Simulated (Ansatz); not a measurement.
# MnSbSe2S (element-swapped structure): how the settings move a single-point run

Question: which choices in the input matter for MnSbSe2S (element-swapped structure)?

Method: reference: DFT r2SCAN, plane waves, PAW, scalar-relativistic, no spin polarisation, in Ansatz 0.2.0.

## (1) The starting structure

It takes space group C2/m (No. 12, monoclinic). Conventional cell: a = 12.633 Å, b = 3.828 Å, c = 9.585 Å, α = 90.00°, β = 91.27°, γ = 90.00°. Around S (site symmetry m) lie 2 Mn at 2.69 Å. Sb (site symmetry m) is surrounded by 3 Se at 2.47 to 2.59 Å. Se (site symmetry m) has 2 Mn at 2.52 to 2.63 Å and 2 Sb at 2.59 Å as nearest neighbours. Around Se (site symmetry m) lie 1 Sb at 2.47 Å and 2 Mn at 2.64 Å. Mn (site symmetry 2/m) has 6 Se at 2.52 to 2.64 Å as nearest neighbours. Around Mn (site symmetry 2/m) lie 2 Se at 2.63 Å and 4 S at 2.69 Å.

Structure file:

```
CELL_PARAMETERS angstrom
0.00000 3.82808 0.00000
6.31658 -1.91404 0.00000
0.21244 0.00000 -9.58231
ATOMIC_POSITIONS crystal
S 0.36336 0.72672 0.92290
S 0.63664 0.27328 0.07710
Sb 0.29385 0.58770 0.31524
Sb 0.70615 0.41230 0.68476
Se 0.07442 0.14884 0.74199
Se 0.92558 0.85116 0.25801
Se 0.36110 0.72220 0.55477
Se 0.63890 0.27780 0.44523
Mn 0.00000 0.00000 0.50000
Mn 0.00000 0.00000 0.00000
```

## (2) The reference run

File input.yaml:

```yaml
crystal:
  lattice:
    - [0.0, 3.828078, 0.0]
    - [6.31658, -1.914039, 0.0]
    - [0.212437, 0.0, -9.582307]
  atoms:
    - { symbol: S, position: [0.36336, 0.72672, 0.9229] }
    - { symbol: S, position: [0.63664, 0.27328, 0.0771] }
    - { symbol: Sb, position: [0.29385, 0.5877, 0.31524] }
    - { symbol: Sb, position: [0.70615, 0.4123, 0.68476] }
    - { symbol: Se, position: [0.07442, 0.14884, 0.74199] }
    - { symbol: Se, position: [0.92558, 0.85116, 0.25801] }
    - { symbol: Se, position: [0.3611, 0.7222, 0.55477] }
    - { symbol: Se, position: [0.6389, 0.2778, 0.44523] }
    - { symbol: Mn, position: [0.0, 0.0, 0.5] }
    - { symbol: Mn, position: [0.0, 0.0, 0.0] }
  symmetry: { tolerance: 0.0003 }
kpoints:
  mp_grid: { grid: [5, 5, 2], shift: [0, 0, 0] }
magnetization:
  spin_polarized: false
scf:
  occupations: { method: fermi_dirac }
hamiltonian:
  pseudopotentials: { kind: paw }
  xc: r2scan
basis:
  ecutwfc: 500
output:
  forces: true
  stress: true
  eigenvalues: true
```

The run is started by

```console
> ansatz run input.yaml --threads 1 --pin off --max-ram 2560MiB --backend cpu --events-out ev --progress --plain --runs-dir out
```

## (3) Variant: eigensolver.kind davidson, xc pbesol

Edit input.yaml of step 2 so:

```diff
@@ -23,5 +23,6 @@
   occupations: { method: fermi_dirac }
+  eigensolver: { kind: davidson }
 hamiltonian:
   pseudopotentials: { kind: paw }
-  xc: r2scan
+  xc: pbesol
 basis:
```

## (4) Changed: occupations.method tetrahedron_uncorrected

Edit input.yaml of step 2 so:

```diff
@@ -22,3 +22,3 @@
 scf:
-  occupations: { method: fermi_dirac }
+  occupations: { method: tetrahedron_uncorrected }
 hamiltonian:
```

## (5) Changed: mp_grid.shift [0.5, 0.5, 0.5]

Edit input.yaml of step 2 so:

```diff
@@ -18,3 +18,3 @@
 kpoints:
-  mp_grid: { grid: [5, 5, 2], shift: [0, 0, 0] }
+  mp_grid: { grid: [5, 5, 2], shift: [0.5, 0.5, 0.5] }
 magnetization:
```

## (6) The same system, input altered

Edit input.yaml of step 2 so:

```diff
@@ -23,2 +23,3 @@
   occupations: { method: fermi_dirac }
+  max_iter: 100
 hamiltonian:
@@ -27,3 +28,3 @@
 basis:
-  ecutwfc: 500
+  ecutwfc: "400 K"
 output:
```

(Steps that only read results are left out.)

What does the calculation give? Wanted: for each run, ending; energy change; pressure; gap; force.

The runs gave:

| run | ending | energy change | pressure (GPa) | gap (eV) | force (eV/Å) | cycles | time |
| --- | --- | --- | --- | --- | --- | --- | --- |
| reference | converged | 0 | -2.9 | 0.00 | 2.82 | 12 | 52 s |
| 1: eigensolver.kind davidson, xc pbesol | converged | not comparable | -5.2 | 0.00 | 2.93 | 13 | 46 s |
| 2: occupations.method tetrahedron_uncorrected | converged | +4.0 meV/atom (σ→0) | -3.2 | 0.00 | 2.83 | 21 | 72 s |
| 3: mp_grid.shift [0.5, 0.5, 0.5] | converged | -1.0 meV/atom | -2.9 | 0.00 | 2.82 | 12 | 69 s |
| 4: ecutwfc 400 K | refused | - | - | - | - | - | 0.46 s |

Residual by cycle in the longest SCF loop of each run; runs are numbered as in the table. The quantity is the density residual dr2, in eV.

| cycle | reference | run 1 | run 2 | run 3 |
| --- | --- | --- | --- | --- |
| 1 | 1.81 | 0.166 | 7.1 | 1.71 |
| 3 | 0.235 | 0.107 | 3.34 | 0.281 |
| 5 | 0.0104 | 0.00519 | 7.62 | 0.0145 |
| 6 | 6.4e-4 | 0.0015 | 0.702 | 0.00109 |
| 8 | 8.2e-5 | 2.4e-5 | 1.26 | 7.7e-5 |
| 10 | 8.0e-7 | 2.5e-6 | 0.00378 | 8.7e-7 |
| 12 | 7.7e-8 | 1.5e-7 | 0.00138 | 9.4e-8 |
| 14 | - | - | 2.9e-4 | - |
| 16 | - | - | 5.1e-4 | - |
| 17 | - | - | 2.6e-6 | - |
| 19 | - | - | 2.4e-5 | - |
| 21 | - | - | 3.0e-8 | - |

**Reading.** The pressure spans -5.2 to -2.9 GPa over the reference and the converged variants. The reference has no spin polarisation; with Mn present, a magnetic state may lie lower. 1 of the 4 altered inputs did not end normally.

Caveats on the reference run: the cell is far from equilibrium (forces up to 2.8 eV/Å), so its values aren't those of the relaxed material; the structure is made up and not relaxed.
